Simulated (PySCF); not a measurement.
# Bi(2+): excitation energy in aug-cc-pV5Z-PP with ECP60

Wanted: the excitation energy of bismuth, up a ladder of methods.

Method: unrestricted determinants in a Gaussian basis, no spin-orbit coupling in the energies. Code: PySCF 2.14.0.

### Step 1. Starting point

- Element: bismuth (Z = 83)
- Basis: aug-cc-pV5Z-PP with ECP60MDF (8s8p6d4f3g2h, 139 functions)
- Hamiltonian: scalar relativity through the core potential
- State 1: Bi(2+): [Xe] 4f14 5d10 6s2 7s1, 2S determinant (an excited configuration)
- Needed too, but not shown: Bi(2+) [Xe] 4f14 5d10 6s2 6p1 (2P)
- Methods: UHF, LDA, PBE, PBE0, r2SCAN, MN15, r2SCAN0, BLYP, MP2
- Core shells frozen in the correlated runs: valence: 5s2 5p6 5d10 (for Bi(2+))

The outer shells:

Bi2+ [Xe] 4f14 5d10 6s2 7s1
```
[Xe] core
4f [↑↓][↑↓][↑↓][↑↓][↑↓][↑↓][↑↓]
5d [↑↓][↑↓][↑↓][↑↓][↑↓]
6s [↑↓]
7s [↑ ]
```

One driver process ran all states and methods and kept the integrals in memory. Each run is shown as a PySCF script that sums up its settings (the driver passes frozen orbitals as a list and adds second-order terms of double hybrids); the logs are those of the runs themselves. The driver starts from symmetry-adapted Hartree-Fock orbitals, holds the occupation by maximum overlap and uses a logarithmic radial grid for functionals, so a plain start would take other cycles.

The integrals over 139 functions and the set-up took 11 s of CPU time.

### Step 2. Bi(2+) [Xe] 4f14 5d10 6s2 7s1

#### UHF

Input file input.py:

```python
from pyscf import gto, scf, dft, mp, cc
import basis_set_exchange as bse
txt = bse.get_basis("aug-cc-pV5Z-PP", elements=["Bi"], fmt="nwchem", header=False)
cut = txt.index("\nECP")
mol = gto.M(atom="Bi 0 0 0", charge=2, spin=1, symmetry="D2h",
            basis=gto.basis.parse(txt[:cut]),
            ecp={"Bi": gto.basis.parse_ecp(txt[cut:])})
mf = scf.UHF(mol)
mf.irrep_nelec = {'Ag': (5, 4), 'B1g': (1, 1), 'B2g': (1, 1), 'B3g': (1, 1), 'B1u': (1, 1), 'B2u': (1, 1), 'B3u': (1, 1)}
mf.kernel()
```

#### LDA

Changes to input.py:

```diff
@@ -7,3 +7,3 @@
             ecp={"Bi": gto.basis.parse_ecp(txt[cut:])})
-mf = scf.UHF(mol)
+mf = dft.UKS(mol, xc="LDA,VWN")
 mf.irrep_nelec = {'Ag': (5, 4), 'B1g': (1, 1), 'B2g': (1, 1), 'B3g': (1, 1), 'B1u': (1, 1), 'B2u': (1, 1), 'B3u': (1, 1)}
```

#### PBE

Changes to input.py:

```diff
@@ -7,3 +7,3 @@
             ecp={"Bi": gto.basis.parse_ecp(txt[cut:])})
-mf = dft.UKS(mol, xc="LDA,VWN")
+mf = dft.UKS(mol, xc="PBE")
 mf.irrep_nelec = {'Ag': (5, 4), 'B1g': (1, 1), 'B2g': (1, 1), 'B3g': (1, 1), 'B1u': (1, 1), 'B2u': (1, 1), 'B3u': (1, 1)}
```

#### PBE0

Changes to input.py:

```diff
@@ -7,3 +7,3 @@
             ecp={"Bi": gto.basis.parse_ecp(txt[cut:])})
-mf = dft.UKS(mol, xc="PBE")
+mf = dft.UKS(mol, xc="PBE0")
 mf.irrep_nelec = {'Ag': (5, 4), 'B1g': (1, 1), 'B2g': (1, 1), 'B3g': (1, 1), 'B1u': (1, 1), 'B2u': (1, 1), 'B3u': (1, 1)}
```

#### r2SCAN

Changes to input.py:

```diff
@@ -7,3 +7,3 @@
             ecp={"Bi": gto.basis.parse_ecp(txt[cut:])})
-mf = dft.UKS(mol, xc="PBE0")
+mf = dft.UKS(mol, xc="R2SCAN")
 mf.irrep_nelec = {'Ag': (5, 4), 'B1g': (1, 1), 'B2g': (1, 1), 'B3g': (1, 1), 'B1u': (1, 1), 'B2u': (1, 1), 'B3u': (1, 1)}
```

#### MN15

Changes to input.py:

```diff
@@ -7,3 +7,3 @@
             ecp={"Bi": gto.basis.parse_ecp(txt[cut:])})
-mf = dft.UKS(mol, xc="R2SCAN")
+mf = dft.UKS(mol, xc="MN15")
 mf.irrep_nelec = {'Ag': (5, 4), 'B1g': (1, 1), 'B2g': (1, 1), 'B3g': (1, 1), 'B1u': (1, 1), 'B2u': (1, 1), 'B3u': (1, 1)}
```

#### r2SCAN0

Changes to input.py:

```diff
@@ -7,3 +7,3 @@
             ecp={"Bi": gto.basis.parse_ecp(txt[cut:])})
-mf = dft.UKS(mol, xc="MN15")
+mf = dft.UKS(mol, xc="HYB_MGGA_XC_R2SCAN0")
 mf.irrep_nelec = {'Ag': (5, 4), 'B1g': (1, 1), 'B2g': (1, 1), 'B3g': (1, 1), 'B1u': (1, 1), 'B2u': (1, 1), 'B3u': (1, 1)}
```

#### BLYP

Changes to input.py:

```diff
@@ -7,3 +7,3 @@
             ecp={"Bi": gto.basis.parse_ecp(txt[cut:])})
-mf = dft.UKS(mol, xc="HYB_MGGA_XC_R2SCAN0")
+mf = dft.UKS(mol, xc="BLYP")
 mf.irrep_nelec = {'Ag': (5, 4), 'B1g': (1, 1), 'B2g': (1, 1), 'B3g': (1, 1), 'B1u': (1, 1), 'B2u': (1, 1), 'B3u': (1, 1)}
```

#### MP2 (valence)

Changes to input.py:

```diff
@@ -7,4 +7,5 @@
             ecp={"Bi": gto.basis.parse_ecp(txt[cut:])})
-mf = dft.UKS(mol, xc="BLYP")
+mf = scf.UHF(mol)
 mf.irrep_nelec = {'Ag': (5, 4), 'B1g': (1, 1), 'B2g': (1, 1), 'B3g': (1, 1), 'B1u': (1, 1), 'B2u': (1, 1), 'B3u': (1, 1)}
 mf.kernel()
+mp.UMP2(mf, frozen=9).kernel()
```

Before running it: what results should come out?

As calculated:

```
                                          quantity                              value
excitation energy, Bi(2+) → [Xe] 4f14 5d10 6s2 7s1  UHF 9.800, MP2 (valence) 9.783 eV
```

The methods span 0.361 eV, from PBE (9.611) to r2SCAN0 (9.972). No reference value is at hand in this session. All values hold for this basis alone; no basis-set limit was taken.
